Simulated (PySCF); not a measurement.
# C4H6SSi: electronic excitations and core binding energies

Wanted: the electronic excitations and core binding energies of C4H6SSi (`S[SiH]1C=CC=C1`), by calculation.

Programs: PySCF 2.14.0, with density-fitted response routines of our own. Each step states its level of theory. These are calculated values for one molecule in the gas phase, unless marked as measured. Atoms are numbered from 0 throughout.

### 1 The molecule as given

12 atoms, charge 0, multiplicity 1; geometry from: GFN2-xTB.

Bonds of the start (Å): S0–Si1 2.16, Si1–C2 1.89, C2–C3 1.34, C3–C4 1.46, C4–C5 1.34, C5–Si1 1.89, S0–H6 1.32, Si1–H7 1.45, C2–H8 1.08, C3–H9 1.08, C4–H10 1.08, C5–H11 1.08.

### 2 Excited states and response: CAM-B3LYP/def2-SVPD

What the job is given:

```
{"job": {"kind": "uv", "xc": "CAM-B3LYP", "basis": "def2-SVPD", "nstates": 8, "ntriplets": 3}, "charge": 0, "multiplicity": 1}
S      2.828793     0.108666     0.593562
Si     0.979043     0.708520    -0.340918
C     -0.457511     0.943337     0.859329
C     -1.420692     0.065671     0.556191
C     -1.152257    -0.836648    -0.556706
C      0.031120    -0.698916    -1.165477
H      2.326868    -0.899621     1.290356
H      1.343805     1.842303    -1.172781
H     -0.551284     1.655584     1.660755
H     -2.360616    -0.010049     1.084754
H     -1.897236    -1.568035    -0.837119
H      0.331166    -1.311498    -1.997973
```

With the program's defaults for keys left out, this is: TDDFT CAM-B3LYP/def2-SVPD, vertical, gas phase, core orbitals frozen in the response.

Run with:

```
$ OMP_NUM_THREADS=1 python probes_run.py task.json out
```

One launch serves the whole session: the jobs run in the order shown.

Output:

```text
coarse grid: 11312 points
cycle   1  E = -843.1677237565  dE =  8.563e-01  |g| = 3.551e-01  |ddm| = 6.546e+00
cycle   2  E = -843.1884048892  dE = -2.068e-02  |g| = 2.703e-01  |ddm| = 1.266e+00
cycle   3  E = -843.2077433253  dE = -1.934e-02  |g| = 4.186e-02  |ddm| = 5.431e-01
cycle   4  E = -843.2080285721  dE = -2.852e-04  |g| = 3.050e-02  |ddm| = 1.469e-01
cycle   5  E = -843.2082771010  dE = -2.485e-04  |g| = 3.964e-03  |ddm| = 7.298e-02
cycle   6  E = -843.2082821133  dE = -5.012e-06  |g| = 1.479e-03  |ddm| = 1.483e-02
final grid: 100736 points
cycle   7  E = -843.3139358257  dE = -1.887e-05  |g| = 3.646e-03  |ddm| = 8.183e-02
cycle   8  E = -843.3139357613  dE =  6.438e-08  |g| = 3.768e-03  |ddm| = 1.509e-02
cycle   9  E = -843.3139396991  dE = -3.938e-06  |g| = 3.645e-04  |ddm| = 8.234e-03
cycle  10  E = -843.3139397285  dE = -2.942e-08  |g| = 1.749e-04  |ddm| = 9.792e-04
cycle  11  E = -843.3139397368  dE = -8.294e-09  |g| = 1.600e-05  |ddm| = 3.985e-04
cycle  12  E = -843.3139397369  dE = -1.075e-10  |g| = 6.129e-06  |ddm| = 7.809e-05
converged SCF energy = -843.3139397369

Static polarisability (au): isotropic 88.851, principal 71.516 84.608 110.430

Singlet excitations
state   eV       nm        f      main configurations
  1   4.0682    304.8   0.02320   H->L 0.98
  2   4.8286    256.8   0.02076   H-1->L 0.89, H-3->L 0.09
  3   6.0751    204.1   0.03463   H-2->L 0.66, H-4->L 0.24
  4   6.1348    202.1   0.01810   H-3->L 0.70, H->L+1 0.09
  5   6.1951    200.1   0.00160   H->L+1 0.35, H-1->L+1 0.21, H-3->L 0.14
  6   6.5675    188.8   0.00138   H->L+2 0.47, H->L+1 0.18, H-1->L+1 0.17
  7   6.6818    185.6   0.06506   H-4->L 0.42, H->L+3 0.29, H-2->L 0.14
  8   6.8849    180.1   0.07106   H->L+3 0.59, H-4->L 0.19

Triplet excitations (Tamm-Dancoff, eV): 2.5083 4.4433 4.7680
```

Wall time 55 s (1 thread of Arm Neoverse N1, shared host); peak memory 0.76 GiB.

Frontier orbitals and where they lie:

| orbital | eV | atoms |
| --- | --- | --- |
| HOMO−3 | -10.64 | Si1 22 %, C5 21 %, C2 21 % |
| HOMO−2 | -10.14 | S0 50 %, Si1 13 %, C3 7 % |
| HOMO−1 | -8.77 | S0 57 %, Si1 11 %, C2 8 % |
| HOMO | -8.07 | C2 22 %, C5 22 %, C3 16 % |
| LUMO | -0.79 | C4 18 %, C3 18 %, C5 17 % |
| LUMO+1 | 1.20 | S0 40 %, H6 16 %, Si1 14 % |
| LUMO+2 | 1.46 | S0 39 %, Si1 13 %, H7 11 % |

With each of the 8 states as a Gaussian band of 0.4 eV half-width at 1/e, the curve within the window shown has maxima at 304 nm (ε 960), 259 nm (ε 870), 184 nm (ε 5,300) L/(mol cm). Beyond the last state computed it falls off for lack of states. The curve at chosen wavelengths:

(nm, ε (L/mol/cm)): (173, 2188), (180, 4868), (188, 4837), (195, 3425), (202, 2720), (210, 1862), (217, 941), (225, 322), (232, 221), (239, 374), (247, 660), (254, 835), (261, 863), (269, 778), (276, 721), (283, 746), (291, 851), (298, 938), (305, 963), (313, 889), (320, 756), (328, 570), (335, 414), (342, 283), (350, 172), (357, 106)

Leading natural transition orbitals of singlet state 8: the hole lies on S0 22 %; C2, C5 about 21 % each; C3, C4 about 11 % each; the particle on H7 33 %; Si1 22 %; S0 10 %.

Leading natural transition orbitals of singlet state 1: the hole lies on C2, C5 about 24 % each; C3, C4 about 13 % each; S0 12 %; the particle on 4 C atoms about 15 % each; Si1 11 %; S0 7 %.

Ground-state properties from the same run:

```csv
property,computed
dipole moment (D),1.80
polarisability (Å³),13.17
HOMO–LUMO gap (eV),7.27
−ε(HOMO) (eV),8.07
```

The fields below are evaluated on a grid from the run's orbitals.

Frontier orbitals at CAM-B3LYP/def2-SVPD, with the share of their density that lies nearest to each atom:

```csv
orbital,energy (eV),lies on
HOMO,-8.07,"C2, C5 about 24 % each; S0 13 %; C3, C4 about 13 % each"
LUMO,-0.79,"C2, C5 about 17 % each; C3, C4 about 14 % each; Si1 8 %"
```

ELF in a plane through or near 4 of the atoms.

Values, 10 rows by 14 columns:
```
0.00 0.00 0.00 0.00 0.00 0.00 0.00 0.00 0.00 0.00 0.00 0.00 0.00 0.00
0.00 0.00 0.00 0.00 0.00 0.00 0.01 0.06 0.00 0.00 0.00 0.00 0.00 0.00
0.00 0.00 0.00 0.00 0.00 0.01 0.95 0.99 0.43 0.00 0.00 0.00 0.00 0.00
0.00 0.00 0.15 0.36 0.05 0.04 0.72 0.87 0.35 0.30 0.81 0.23 0.00 0.00
0.00 0.14 0.65 0.77 0.69 0.29 0.92 0.61 0.53 0.45 0.68 0.12 0.00 0.00
0.00 0.18 0.67 0.73 0.84 0.09 0.21 0.30 0.58 0.67 0.12 0.01 0.00 0.00
0.00 0.03 0.54 0.67 0.34 0.20 0.82 0.82 0.85 0.75 0.95 0.47 0.00 0.00
0.00 0.00 0.01 0.04 0.00 0.02 0.91 1.00 0.40 0.03 0.25 0.03 0.00 0.00
0.00 0.00 0.00 0.00 0.00 0.00 0.68 0.95 0.20 0.00 0.00 0.00 0.00 0.00
0.00 0.00 0.00 0.00 0.00 0.00 0.00 0.00 0.00 0.00 0.00 0.00 0.00 0.00
```
The map spans 10.8 Å across and 10.0 Å up, centred on the molecule. Atoms in the plane (x, y in Å): C2 (0.2, 1.3), C5 (0.2, -1.3), H8 (0.1, 2.4), H11 (0.1, -2.4).

On the surface of density 0.002 e/bohr³ the electrostatic potential runs, from the 1st to the 99th percentile, from -0.86 V near S0 to 1.10 V near H6.

### 3 Core-electron binding energies: SCAN, X2C

Same as in step 2 but for these lines:

```diff
@@ -1,2 +1,2 @@
-{"job": {"kind": "uv", "xc": "CAM-B3LYP", "basis": "def2-SVPD", "nstates": 8, "ntriplets": 3}, "charge": 0, "multiplicity": 1}
+{"job": {"kind": "xps"}, "charge": 0, "multiplicity": 1}
 S      2.828793     0.108666     0.593562
```

Method: delta-SCF UKS SCAN, pcX-2 on the ionised atom, pcseg-1 elsewhere, spin-free X2C.

Output:

```text
ground state, core basis on atom 0 (S), 164 functions
  cycle   1  E = -845.26350697  |g| = 4.97e-01
  cycle   2  E = -845.21972309  |g| = 6.21e-01
  cycle   3  E = -845.33140656  |g| = 6.68e-02
  cycle   4  E = -845.33222841  |g| = 4.73e-02
  cycle   5  E = -845.33275290  |g| = 1.55e-02
  cycle   6  E = -845.33281623  |g| = 6.57e-03
  cycle   7  E = -845.33282628  |g| = 9.84e-04
  cycle   8  E = -845.33282421  |g| = 4.89e-04
  E(ground) = -845.37103611 Eh
hole in S 1s of atom 0
  cycle   1  E = -753.09692918  |g| = 5.08e+00
  cycle   2  E = -751.71648413  |g| = 2.54e+00
  cycle   3  E = -744.02290879  |g| = 2.90e+00
  cycle   4  E = -754.27002056  |g| = 2.89e-01
  cycle   5  E = -754.20355918  |g| = 4.48e-01
  cycle   6  E = -754.30973643  |g| = 1.01e-01
  cycle   7  E = -754.31513550  |g| = 2.71e-02
  cycle   8  E = -754.31553130  |g| = 3.89e-03
  cycle   9  E = -754.31553636  |g| = 2.37e-03
  cycle  10  E = -754.31553829  |g| = 1.66e-03
  cycle  11  E = -754.31553822  |g| = 4.29e-04
  E(ion) = -754.34523589 Eh   <S^2> = 0.7513   hole on atom = 1.000   binding energy = 2476.938 eV
hole in S 2p of atom 0
  cycle   1  E = -838.65546625  |g| = 1.52e+00
  cycle   2  E = -836.98633172  |g| = 1.76e+00
  cycle   3  E = -837.50227867  |g| = 1.29e+00
  cycle   4  E = -839.07988180  |g| = 1.73e-01
  cycle   5  E = -839.08942781  |g| = 1.33e-01
  cycle   6  E = -839.09517875  |g| = 8.89e-02
  cycle   7  E = -839.09913603  |g| = 2.81e-02
  cycle   8  E = -839.09961892  |g| = 4.40e-03
  cycle   9  E = -839.09962893  |g| = 1.14e-03
  cycle  10  E = -839.09963072  |g| = 8.04e-04
  cycle  11  E = -839.09962987  |g| = 6.50e-04
  cycle  12  E = -839.09963241  |g| = 1.99e-04
  E(ion) = -839.14471951 Eh   <S^2> = 0.7529   hole on atom = 1.001   binding energy = 169.427 eV
  2p3/2 = 169.166 eV   2p1/2 = 170.410 eV
ground state, core basis on atom 1 (Si), 164 functions
  cycle   1  E = -845.28307823  |g| = 2.88e-01
  cycle   2  E = -845.28293978  |g| = 4.66e-02
  cycle   3  E = -845.28213638  |g| = 6.48e-02
  cycle   4  E = -845.28326055  |g| = 2.14e-02
  cycle   5  E = -845.28337790  |g| = 3.83e-03
  cycle   6  E = -845.28338306  |g| = 6.55e-04
  cycle   7  E = -845.28338305  |g| = 1.30e-04
  E(ground) = -845.29477151 Eh
hole in Si 1s of atom 1
  cycle   1  E = -776.33895207  |g| = 4.35e+00
  cycle   2  E = -775.87249405  |g| = 2.40e+00
  cycle   3  E = -776.26111150  |g| = 1.29e+00
  cycle   4  E = -777.20115403  |g| = 5.87e-01
  cycle   5  E = -777.34496726  |g| = 3.28e-01
  cycle   6  E = -777.40436462  |g| = 6.64e-02
  cycle   7  E = -777.40658387  |g| = 3.40e-02
  cycle   8  E = -777.40737663  |g| = 9.98e-03
  cycle   9  E = -777.40743291  |g| = 3.57e-03
  cycle  10  E = -777.40743812  |g| = 2.00e-03
  cycle  11  E = -777.40743991  |g| = 8.27e-04
  cycle  12  E = -777.40744207  |g| = 2.93e-04
  E(ion) = -777.42706654 Eh   <S^2> = 0.7526   hole on atom = 1.000   binding energy = 1846.774 eV
hole in Si 2p of atom 1
  cycle   1  E = -840.99826065  |g| = 1.25e+00
  cycle   2  E = -840.43078015  |g| = 1.43e+00
  cycle   3  E = -841.12884283  |g| = 5.62e-01
  cycle   4  E = -841.30426893  |g| = 2.28e-01
  cycle   5  E = -841.32555249  |g| = 1.11e-01
  cycle   6  E = -841.33280265  |g| = 2.47e-02
  cycle   7  E = -841.33320773  |g| = 8.52e-03
  cycle   8  E = -841.33324709  |g| = 3.49e-03
  cycle   9  E = -841.33325389  |g| = 1.18e-03
  cycle  10  E = -841.33325317  |g| = 1.04e-03
  cycle  11  E = -841.33325385  |g| = 1.72e-04
  E(ion) = -841.35608784 Eh   <S^2> = 0.7524   hole on atom = 1.003   binding energy = 107.177 eV
  2p3/2 = 106.937 eV   2p1/2 = 107.562 eV
ground state, core basis on atom 2 (C), 153 functions
  cycle   1  E = -845.18814724  |g| = 6.17e-02
  cycle   2  E = -845.18786751  |g| = 4.25e-02
  cycle   3  E = -845.18782590  |g| = 4.32e-02
  cycle   4  E = -845.18831787  |g| = 1.01e-02
  cycle   5  E = -845.18835014  |g| = 1.45e-03
  cycle   6  E = -845.18835018  |g| = 6.96e-04
  cycle   7  E = -845.18834939  |g| = 1.60e-04
  E(ground) = -845.24105613 Eh
hole in C 1s of atom 2
  cycle   1  E = -833.94702466  |g| = 1.52e+00
  cycle   2  E = -832.25045261  |g| = 2.19e+00
  cycle   3  E = -834.30479468  |g| = 5.91e-01
  cycle   4  E = -834.41530286  |g| = 4.62e-01
  cycle   5  E = -834.53436374  |g| = 1.54e-01
  cycle   6  E = -834.54433509  |g| = 7.14e-02
  cycle   7  E = -834.54716190  |g| = 2.25e-02
  cycle   8  E = -834.54748832  |g| = 1.00e-02
  cycle   9  E = -834.54759490  |g| = 4.55e-03
  cycle  10  E = -834.54765805  |g| = 3.78e-03
  cycle  11  E = -834.54771318  |g| = 3.13e-03
  cycle  12  E = -834.54776645  |g| = 1.57e-03
  cycle  13  E = -834.54777504  |g| = 6.56e-04
  cycle  14  E = -834.54777647  |g| = 3.35e-04
  E(ion) = -834.59976905 Eh   <S^2> = 0.8228   hole on atom = 1.000   binding energy = 289.564 eV
ground state, core basis on atom 3 (C), 153 functions
  cycle   1  E = -845.18788396  |g| = 6.19e-02
  cycle   2  E = -845.18697734  |g| = 6.35e-02
  cycle   3  E = -845.18755796  |g| = 4.33e-02
  cycle   4  E = -845.18808379  |g| = 7.75e-03
  cycle   5  E = -845.18810668  |g| = 1.17e-03
  cycle   6  E = -845.18810801  |g| = 6.03e-04
  cycle   7  E = -845.18810425  |g| = 1.17e-04
  E(ground) = -845.24101258 Eh
hole in C 1s of atom 3
  cycle   1  E = -833.92357578  |g| = 1.51e+00
  cycle   2  E = -831.60214645  |g| = 2.30e+00
  cycle   3  E = -834.03836197  |g| = 8.00e-01
  cycle   4  E = -834.36996816  |g| = 4.95e-01
  cycle   5  E = -834.47343501  |g| = 2.45e-01
  cycle   6  E = -834.50603150  |g| = 7.48e-02
  cycle   7  E = -834.50949400  |g| = 2.06e-02
  cycle   8  E = -834.50988995  |g| = 1.40e-02
  cycle   9  E = -834.51013551  |g| = 9.92e-03
  cycle  10  E = -834.51032656  |g| = 8.47e-03
  cycle  11  E = -834.51060997  |g| = 8.16e-03
  cycle  12  E = -834.51105305  |g| = 5.36e-03
  cycle  13  E = -834.51118127  |g| = 3.01e-03
  cycle  14  E = -834.51120714  |g| = 2.53e-03
  cycle  15  E = -834.51121391  |g| = 9.26e-04
  cycle  16  E = -834.51121089  |g| = 9.85e-04
  cycle  17  E = -834.51121349  |g| = 3.76e-04
  E(ion) = -834.56262553 Eh   <S^2> = 0.9389   hole on atom = 1.000   binding energy = 290.574 eV
```

Wall time 2.1 min (1 thread of Arm Neoverse N1, shared host); peak memory 0.59 GiB.

Binding energies by hole, beside the orbital energy of the ground state; the difference holds orbital relaxation and, for a density functional, its self-interaction error:

```csv
hole,stands for,environment,ΔSCF (eV; 2p as the shell's mean),−ε (eV),⟨S²⟩
S1s on S0,S0,"sulfur bonded to Si, H",2476.94,2414.9,0.751
S2p on S0,S0,"sulfur bonded to Si, H",169.58,158.0,0.753
Si1s on Si1,Si1,"silicon bonded to 2 C, S, H, in a 5-membered ring",1846.77,1793.9,0.753
Si2p on Si1,Si1,"silicon bonded to 2 C, S, H, in a 5-membered ring",107.15,96.6,0.752
C1s on C2,"C2, C5",alkene CH,289.56,273.5,0.823
C1s on C3,"C3, C4",alkene CH,290.57 (doubtful),274.2,0.939
```

Each hole run stands for the others of its class of like atoms.

Doubtful: the ion did not converge, its hole moved, or its ⟨S²⟩ is well above 0.75.

With the spin-orbit splitting: S0 2p3/2 169.17, 2p1/2 170.41 eV; Si1 2p3/2 106.94, 2p1/2 107.56 eV. The table gives each 2p level as the mean over the whole 2p shell (two parts 2p3/2, one part 2p1/2), which differs a little from the single hole in the log.

### 4 Summary of results

| quantity | value |
| --- | --- |
| lowest singlet (CAM-B3LYP/def2-SVPD) | 4.07 eV (305 nm), f = 0.023 |
| brightest single state of those computed | state 8, 6.88 eV, f = 0.071 |
| lowest triplet | 2.51 eV |
| surface potential, 1st and 99th percentile | -0.86 V and 1.10 V |
| S1s binding energies, SCAN/pcX-2 | S0 2476.94 eV |
| S2p binding energies, SCAN/pcX-2 | S0 169.58 eV |
| Si1s binding energies, SCAN/pcX-2 | Si1 1846.77 eV |
| Si2p binding energies, SCAN/pcX-2 | Si1 107.15 eV |
| C1s binding energies, SCAN/pcX-2 (standing for 2 of 4 atoms) | C2 289.56 eV |

In words: The first singlet state (HOMO→LUMO 0.98) lies at 4.07 eV and is weak; of the 8 states computed, the strongest absorption comes from state 8 at 6.88 eV (the last computed, so partners may be missing). The lowest triplet lies 1.56 eV below the lowest singlet (triplets in Tamm-Dancoff, singlets in full TDDFT). By nearest atom (CAM-B3LYP/def2-SVPD), the HOMO sits on C2, C5 about 24 % each; S0 13 % and the LUMO on C2, C5 about 17 % each; C3, C4 about 14 % each.
